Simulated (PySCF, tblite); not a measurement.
**C2H6F2Ge2O2: geometry, infrared bands and NMR shifts**

Aim: predict the infrared bands and NMR shifts of C2H6F2Ge2O2 (`[F][GeH]([F])[GeH]1[O]CC[O]1`).

Computed with tblite 0.8.0 and PySCF 2.14.0, with density-fitted response routines of our own, on a single molecule in the gas phase. Atoms count from 0, in the outputs and in this text.

**1. Starting geometry**

14 atoms, charge 0, multiplicity 1; geometry from: force field or distance geometry start.

Bonds of the start (Å): F0–Ge1 1.75, Ge1–F2 1.77, Ge1–Ge3 2.39, Ge3–O4 1.79, O4–C5 1.40, C5–C6 1.55, C6–O7 1.40, O7–Ge3 1.77, Ge1–H8 1.56, Ge3–H9 1.54, C5–H10 1.11, C5–H11 1.11, C6–H12 1.12, C6–H13 1.11.

**2. Geometry optimisation with GFN2-xTB**

Job settings and geometry (Å):

```
{"job": {"kind": "relax", "xc": "GFN2-xTB", "basis": "xTB"}, "charge": 0, "multiplicity": 1}
F      3.284400     1.766700    -0.253700
Ge     2.503900     0.293200     0.286700
F      2.163300     0.410000     2.015000
Ge     0.469800    -0.039500    -0.918600
O     -0.395900    -1.457000    -0.260800
C     -1.668800    -0.923800     0.001400
C     -1.574500     0.583100     0.337800
O     -0.681500     1.242700    -0.517900
H      3.463600    -0.914100     0.050400
H      0.686100    -0.167700    -2.435100
H     -2.117800    -1.471900     0.857000
H     -2.323000    -1.073500    -0.881300
H     -1.232900     0.711000     1.400900
H     -2.577400     1.040200     0.251100
```

Command:

```
> OMP_NUM_THREADS=1 python probes_run.py task.json out
```

One launch serves the whole session: the jobs run in the order shown.

Log:

```text
step      E/eV     max force
  0    -787.05858    1.599
  1    -787.16252    0.844
  2    -787.24952    0.650
  3    -787.29644    0.548
  4    -787.33959    0.542
  5    -787.37431    0.622
  6    -787.41355    0.722
  7    -787.44717    0.536
  8    -787.47241    0.357
  9    -787.48652    0.233
 10    -787.49457    0.248
 11    -787.50139    0.225
 12    -787.50877    0.255
 13    -787.51532    0.253
 14    -787.51976    0.159
 15    -787.52241    0.140
 16    -787.52422    0.096
 17    -787.52575    0.097
 18    -787.52716    0.096
 19    -787.52845    0.133
 20    -787.52963    0.112
 21    -787.53057    0.075
 22    -787.53125    0.060
 23    -787.53189    0.079
 24    -787.53268    0.097
 25    -787.53368    0.100
 26    -787.53477    0.117
 27    -787.53570    0.088
 28    -787.53635    0.062
 29    -787.53682    0.054
 30    -787.53727    0.068
 31    -787.53777    0.071
 32    -787.53828    0.058
 33    -787.53874    0.052
 34    -787.53912    0.051
 35    -787.53948    0.053
 36    -787.53984    0.065
 37    -787.54012    0.051
 38    -787.54029    0.028
 39    -787.54041    0.027
 40    -787.54058    0.047
 41    -787.54087    0.068
 42    -787.54130    0.071
 43    -787.54175    0.047
 44    -787.54214    0.045
 45    -787.54252    0.054
 46    -787.54300    0.084
 47    -787.54367    0.099
 48    -787.54455    0.088
 49    -787.54563    0.086
 50    -787.54693    0.082
 51    -787.54837    0.095
 52    -787.54962    0.110
 53    -787.55041    0.095
 54    -787.55095    0.065
 55    -787.55145    0.061
 56    -787.55199    0.087
 57    -787.55270    0.090
 58    -787.55355    0.078
 59    -787.55449    0.075
 60    -787.55491    0.074
 61    -787.55544    0.050
 62    -787.55575    0.055
 63    -787.55595    0.035
 64    -787.55610    0.036
 65    -787.55624    0.028
 66    -787.55640    0.041
 67    -787.55663    0.047
 68    -787.55692    0.050
 69    -787.55731    0.056
 70    -787.55775    0.065
 71    -787.55815    0.065
 72    -787.55845    0.040
 73    -787.55868    0.046
 74    -787.55900    0.051
 75    -787.55951    0.084
 76    -787.56025    0.108
 77    -787.56105    0.106
 78    -787.56148    0.077
 79    -787.56207    0.081
 80    -787.56244    0.057
 81    -787.56299    0.048
 82    -787.56325    0.055
 83    -787.56355    0.061
 84    -787.56386    0.058
 85    -787.56446    0.064
 86    -787.56541    0.086
 87    -787.56665    0.095
 88    -787.56777    0.084
 89    -787.56861    0.069
 90    -787.56762    0.167
 91    -787.56984    0.088
 92    -787.57038    0.068
 93    -787.57190    0.046
 94    -787.57219    0.053
 95    -787.57276    0.066
 96    -787.57321    0.052
 97    -787.57370    0.053
 98    -787.57436    0.055
 99    -787.57491    0.064
100    -787.57565    0.045
101    -787.57614    0.042
102    -787.57669    0.037
103    -787.57704    0.045
104    -787.57759    0.045
105    -787.57802    0.051
106    -787.57849    0.045
107    -787.57885    0.049
108    -787.57920    0.040
109    -787.57946    0.039
110    -787.57974    0.044
111    -787.58012    0.051
112    -787.58071    0.054
113    -787.58147    0.059
114    -787.58208    0.045
115    -787.58160    0.134
116    -787.58259    0.038
117    -787.58274    0.038
118    -787.58329    0.045
119    -787.58367    0.055
120    -787.58476    0.075
121    -787.58571    0.078
122    -787.58682    0.056
123    -787.58747    0.051
124    -787.58770    0.066
125    -787.58810    0.049
126    -787.58831    0.035
127    -787.58865    0.038
128    -787.58890    0.052
129    -787.58936    0.069
130    -787.58984    0.067
131    -787.59031    0.043
132    -787.59059    0.056
133    -787.59098    0.060
134    -787.59128    0.045
135    -787.59167    0.046
136    -787.59195    0.043
137    -787.59222    0.040
138    -787.59239    0.029
139    -787.59250    0.021
140    -787.59259    0.019
141    -787.59265    0.013
142    -787.59270    0.015
143    -787.59273    0.017
144    -787.59278    0.014
145    -787.59283    0.016
146    -787.59288    0.014
147    -787.59294    0.011
148    -787.59300    0.014
149    -787.59306    0.013
150    -787.59311    0.012
151    -787.59315    0.013
152    -787.59316    0.015
153    -787.59322    0.020
154    -787.59327    0.019
155    -787.59373    0.036
156    -787.59394    0.050
157    -787.59435    0.046
158    -787.59093    0.213
159    -787.59505    0.030
160    -787.59532    0.034
161    -787.59566    0.057
162    -787.59587    0.029
163    -787.59598    0.021
164    -787.59618    0.022
165    -787.59623    0.019
166    -787.59629    0.012
167    -787.59633    0.008
```

Run time: 1.2 s. Hardware: 1 thread of Arm Neoverse V1, shared host.

Relaxation path: (not every step is listed) (the energy doesn't fall at every step)

| step | energy from step 0 (eV) | largest force (eV/Å) |
| --- | --- | --- |
| 0 | 0.0000 | 1.5993 |
| 1 | -0.1039 | 0.8438 |
| 2 | -0.1909 | 0.6498 |
| 3 | -0.2379 | 0.5485 |
| 4 | -0.2810 | 0.5418 |
| 5 | -0.3157 | 0.6223 |
| 6 | -0.3550 | 0.7219 |
| 7 | -0.3886 | 0.5363 |
| 8 | -0.4138 | 0.3566 |
| 23 | -0.4733 | 0.0791 |
| 38 | -0.4817 | 0.0276 |
| 53 | -0.4918 | 0.0946 |
| 68 | -0.4983 | 0.0502 |
| 83 | -0.5050 | 0.0608 |
| 98 | -0.5158 | 0.0547 |
| 113 | -0.5229 | 0.0587 |
| 128 | -0.5303 | 0.0521 |
| 143 | -0.5341 | 0.0166 |
| 158 | -0.5323 | 0.2125 |
| 162 | -0.5373 | 0.0285 |
| 163 | -0.5374 | 0.0214 |
| 164 | -0.5376 | 0.0219 |
| 165 | -0.5376 | 0.0190 |
| 166 | -0.5377 | 0.0115 |
| 167 | -0.5377 | 0.0075 |

Close pairs (by a distance rule), those that changed most:

| bond | before (Å) | after (Å) | change (Å) |
| --- | --- | --- | --- |
| Ge1–Ge3 | 2.388 | 2.474 | +0.086 |
| C6–H12 | 1.124 | 1.095 | -0.029 |
| Ge1–H8 | 1.560 | 1.535 | -0.025 |
| C5–H10 | 1.111 | 1.091 | -0.020 |
| C5–H11 | 1.109 | 1.094 | -0.015 |
| C6–O7 | 1.402 | 1.416 | +0.015 |
| C6–H13 | 1.106 | 1.091 | -0.014 |
| Ge3–O7 | 1.769 | 1.782 | +0.013 |

The end geometry stands in the next job.

**3. Vibrational analysis with GFN2-xTB**

Job settings and geometry (Å):

```
{"job": {"kind": "ir", "xc": "GFN2-xTB", "basis": "xTB"}, "charge": 0, "multiplicity": 1}
F      3.832208    -0.446906    -0.610947
Ge     2.592822     0.302401     0.388322
F      3.291711     1.916352     0.494101
Ge     0.433785     0.374287    -0.816643
O     -0.371688    -1.208754    -0.640940
C     -1.720404    -1.029231    -0.246476
C     -1.825335     0.279829     0.548316
O     -0.908480     1.212148     0.003923
H      2.958807    -0.253987     1.771648
H      0.494853     0.907219    -2.256775
H     -2.010884    -1.888741     0.360047
H     -2.356307    -0.977429    -1.134801
H     -1.585840     0.103575     1.601893
H     -2.825928     0.708765     0.471363
```

Log:

```text
mode    cm-1     km/mol
  1      15.8      1.55
  2      51.1      1.52
  3      57.9      0.94
  4     105.0      3.23
  5     112.7     14.25
  6     146.6     18.30
  7     179.6      9.66
  8     181.6      3.29
  9     238.1      5.92
 10     369.5     90.12
 11     450.8    250.24
 12     456.3     56.37
 13     469.8    186.77
 14     477.6     19.12
 15     535.5     26.83
 16     553.4    353.68
 17     576.5     26.69
 18     625.8     45.58
 19     639.4     45.54
 20     885.8     14.20
 21     929.7     50.38
 22    1025.9      9.25
 23    1052.3    123.19
 24    1106.8     46.20
 25    1187.9      0.54
 26    1190.6      4.67
 27    1292.0      1.96
 28    1313.3      2.91
 29    1466.5      1.91
 30    1476.7      0.48
 31    1664.5     36.08
 32    1695.7   1045.54
 33    2918.0     18.03
 34    2934.7     58.43
 35    2970.5     21.10
 36    2972.2     39.85
```

Wall time 0.54 s (1 thread of Arm Neoverse V1, shared host).

The strongest bands and the atoms that carry them (share of the mass-weighted mode):

| cm⁻¹ | km/mol | atoms |
| --- | --- | --- |
| 370 | 90.1 | Ge3 41 %, O4 16 %, O7 15 %, C5 12 % |
| 451 | 250.2 | F2 49 %, Ge1 21 %, F0 19 % |
| 456 | 56.4 | F0 48 %, Ge1 19 %, F2 14 % |
| 470 | 186.8 | O4 24 %, O7 23 %, Ge3 16 %, F2 10 % |
| 553 | 353.7 | H8 55 %, H9 22 % |
| 1052 | 123.2 | C6 31 %, C5 31 %, O7 12 %, O4 11 % |
| 1696 | 1045.5 | H9 61 %, H8 37 % |
| 2935 | 58.4 | H11 81 %, H12 12 % |

**4. Shielding tensors: PBE0/pcSseg-1**

Same as in step 3 but for these lines:

```diff
@@ -1,2 +1,2 @@
-{"job": {"kind": "ir", "xc": "GFN2-xTB", "basis": "xTB"}, "charge": 0, "multiplicity": 1}
+{"job": {"kind": "nmr", "xc": "PBE0", "basis": "pcSseg-1"}, "charge": 0, "multiplicity": 1}
 F      3.832208    -0.446906    -0.610947
```

Method: GIAO PBE0/pcSseg-1 NMR shielding, non-relativistic, gas phase.

Log:

```text
coarse grid: 60984 points
cycle   1  E = -4582.2530428255  dE = -3.612e-01  |g| = 1.747e+00  |ddm| = 3.643e+00
cycle   2  E = -4581.4273319677  dE =  8.257e-01  |g| = 2.786e+00  |ddm| = 2.779e+00
cycle   3  E = -4582.6037980680  dE = -1.176e+00  |g| = 3.043e-01  |ddm| = 2.047e+00
cycle   4  E = -4582.6176783348  dE = -1.388e-02  |g| = 1.068e-01  |ddm| = 2.233e-01
cycle   5  E = -4582.6187405271  dE = -1.062e-03  |g| = 3.294e-02  |ddm| = 7.594e-02
cycle   6  E = -4582.6189185282  dE = -1.780e-04  |g| = 1.096e-02  |ddm| = 2.840e-02
cycle   7  E = -4582.6189385224  dE = -1.999e-05  |g| = 1.610e-03  |ddm| = 9.085e-03
cycle   8  E = -4582.6189390376  dE = -5.152e-07  |g| = 5.740e-04  |ddm| = 1.987e-03
final grid: 126352 points
cycle   9  E = -4582.6189845339  dE = -5.887e-08  |g| = 7.217e-04  |ddm| = 1.575e-03
cycle  10  E = -4582.6189844623  dE =  7.152e-08  |g| = 9.881e-04  |ddm| = 1.110e-03
cycle  11  E = -4582.6189846214  dE = -1.590e-07  |g| = 1.137e-04  |ddm| = 6.406e-04
cycle  12  E = -4582.6189846235  dE = -2.170e-09  |g| = 1.270e-05  |ddm| = 7.853e-05
cycle  13  E = -4582.6189846236  dE = -1.819e-11  |g| = 6.451e-06  |ddm| = 1.161e-05
converged SCF energy = -4582.6189846236

GIAO shielding tensors (ppm)
atom      isotropic    diamagn.    paramagn.     s11        s22        s33       span
  0 F      322.391     473.976    -151.585    202.595    351.441    413.137    210.542
  1 Ge    1292.741    2752.943   -1460.202   1225.736   1264.002   1388.485    162.748
  2 F      320.862     474.164    -153.302    202.690    349.412    410.484    207.794
  3 Ge    1264.663    2757.299   -1492.636   1209.663   1244.719   1339.607    129.944
  4 O      289.060     401.869    -112.810    243.248    271.463    352.468    109.221
  5 C      116.616     243.722    -127.106     83.674    106.666    159.506     75.832
  6 C      116.841     244.967    -128.126     84.963    106.659    158.902     73.940
  7 O      286.278     402.334    -116.057    248.099    264.515    346.219     98.120
  8 H       24.934      26.132      -1.199     18.775     19.297     36.729     17.954
  9 H       25.058      27.689      -2.631     18.161     19.678     37.336     19.175
 10 H       27.381      28.527      -1.146     22.988     25.430     33.724     10.737
 11 H       27.784      28.773      -0.989     22.024     25.593     35.735     13.712
 12 H       27.838      30.338      -2.500     22.520     25.630     35.364     12.844
 13 H       27.370      28.182      -0.812     22.947     25.422     33.741     10.793
```

Wall time 55 s (1 thread of Arm Neoverse V1, shared host); peak memory 1.1 GiB.

Shifts follow as δ = σ(reference) − σ, with reference shieldings (ppm) from runs at the same level and on the same kind of geometry: 1H TMS 31.72, 13C TMS 186.9, 19F CFCl3 170.9, 17O H2O 336.1, 73Ge GeMe4 1331. The references are single molecules in the gas phase, so shifts against H2O, NH3, PH3, H3PO4 or CFCl3 are not on the usual liquid scales and can be off by tens of ppm. Atoms listed in one row are averaged.

| atoms | environment | σ (ppm) | δ (ppm) |
| --- | --- | --- | --- |
| C5, C6 | sp3 CH2 bonded to O | 116.7 | 70.2 |
| H8 | hydrogen on a germanium bonded to 2 F, Ge | 24.93 | 6.78 |
| H9 | hydrogen on a germanium bonded to Ge, 2 O, in a 5-membered ring | 25.06 | 6.66 |
| H11, H13 | hydrogen on an sp3 CH2 bonded to O | 27.58 | 4.14 |
| H10, H12 | hydrogen on an sp3 CH2 bonded to O | 27.61 | 4.11 |
| F0, F2 | fluorine bonded to Ge | 321.6 | -150.7 |
| Ge3 | germanium bonded to Ge, 2 O, H, in a 5-membered ring | 1265 | 66 |
| Ge1 | germanium bonded to 2 F, Ge, H | 1293 | 38 |
| O4, O7 | oxygen bonded to C, Ge, in a 5-membered ring | 287.7 | 48.4 |

The run also stored atomic charges by several schemes (e):

| atoms | Mulliken | IAO | Hirshfeld | ESP fit |
| --- | --- | --- | --- | --- |
| F0, F2 | -0.49 | -0.53 | -0.26 | -0.32 |
| Ge1 | 0.94 | 1.06 | 0.48 | 0.57 |
| Ge3 | 0.81 | 0.93 | 0.46 | 0.64 |
| O4, O7 | -0.70 | -0.61 | -0.26 | -0.48 |
| C5, C6 | 0.06 | -0.07 | -0.01 | 0.09 |

Mayer bond orders: F0–Ge1 0.81, Ge1–F2 0.81, Ge1–Ge3 0.84, Ge3–O4 0.84, O4–C5 0.89, C5–C6 1.03, C6–O7 0.89, O7–Ge3 0.85.

Ring of atoms Ge3, O4, C5, C6, O7: NICS(0) -8.9, NICS(1) -3.3, NICS(1)zz -6.4 ppm (means of both faces).

Orbitals, density, ELF and potential are computed afterwards from the orbital file.

Frontier orbitals at PBE0/pcSseg-1, with the share of their density that lies nearest to each atom:

| orbital | energy (eV) | lies on |
| --- | --- | --- |
| HOMO | -8.25 | O7 45 %; O4 17 %; H12 12 % |
| LUMO | -1.60 | Ge1, Ge3 about 26 % each; F0, F2 about 9 % each; O4, O7 about 7 % each |

ELF in a plane through or near 4 of the atoms.

Ten even steps from '0' (0.00) to '9' (1.00):
```
0000000000000000000000000000
0000000000000000000000000000
0000000000000000000000000000
0000000000000000000000000000
0000038995000000000000000000
0000189999300001331000000000
0000399999400000220000000000
0000179998300000000000000000
0000005655310000024520000000
0000222112420263258840000000
0002677412521487622620000000
0004854731311545746862000000
0003787730100488626996000000
0001477520000278503994000000
0000012100000023100420000000
0000000000000000000000000000
0000000000000000000000000000
0000000000000000000000000000
0000000000000000000000000000
0000000000000000000000000000
```
The map spans 12.6 Å across and 9.5 Å up, centred on the molecule. Atoms in the plane (x, y in Å): F0 (-3.7, -0.9), O4 (0.6, -0.8), C5 (1.9, -0.3), H8 (-2.9, 1.5).

On the surface of density 0.002 e/bohr³ the electrostatic potential runs, from the 1st to the 99th percentile, from -1.34 V near F2 to 2.20 V near Ge1.

**5. What came out**

| quantity | value |
| --- | --- |
| strongest single infrared mode (GFN2-xTB) | 1696 cm⁻¹, 1046 km/mol |
| zero-point energy (GFN2-xTB) | 49.1 kcal/mol |
| 13C shifts against TMS (PBE0/pcSseg-1, means over atoms taken as alike) | 70.2 ppm |
| 1H shifts against TMS (PBE0/pcSseg-1, means over atoms taken as alike) | 6.78, 6.66, 4.14, 4.11 ppm |
| 19F shifts against CFCl3 (PBE0/pcSseg-1, means over atoms taken as alike) | -150.7 ppm |
| 73Ge shifts against GeMe4 (PBE0/pcSseg-1) | 66, 38 ppm |
| 17O shifts against H2O (PBE0/pcSseg-1, means over atoms taken as alike) | 48.4 ppm |
| surface potential, 1st and 99th percentile | -1.34 V and 2.20 V |

In words: Relaxing lowered the energy by 0.538 eV in 167 steps; the close pair that moved most is Ge1–Ge3, from 2.388 to 2.474 Å. All 36 modes are real, so the xTB geometry is a minimum. The strongest single mode, at 1696 cm⁻¹, moves mainly H9 and H8. GFN2-xTB is a fitted tight-binding method: band positions and strengths are rough. Its intensities can rank the bands wrongly. At PBE0/pcSseg-1: The widest tensor belongs to F0, F2: span 209 ppm, with a paramagnetic part of -152 ppm. At PBE0/pcSseg-1, counted by nearest atom on the grid, the HOMO lies on O7 45 %; O4 17 %, the LUMO on Ge1, Ge3 about 26 % each; F0, F2 about 9 % each. Spin-orbit coupling is left out, which matters for shieldings and couplings at and beside the heavy atoms.
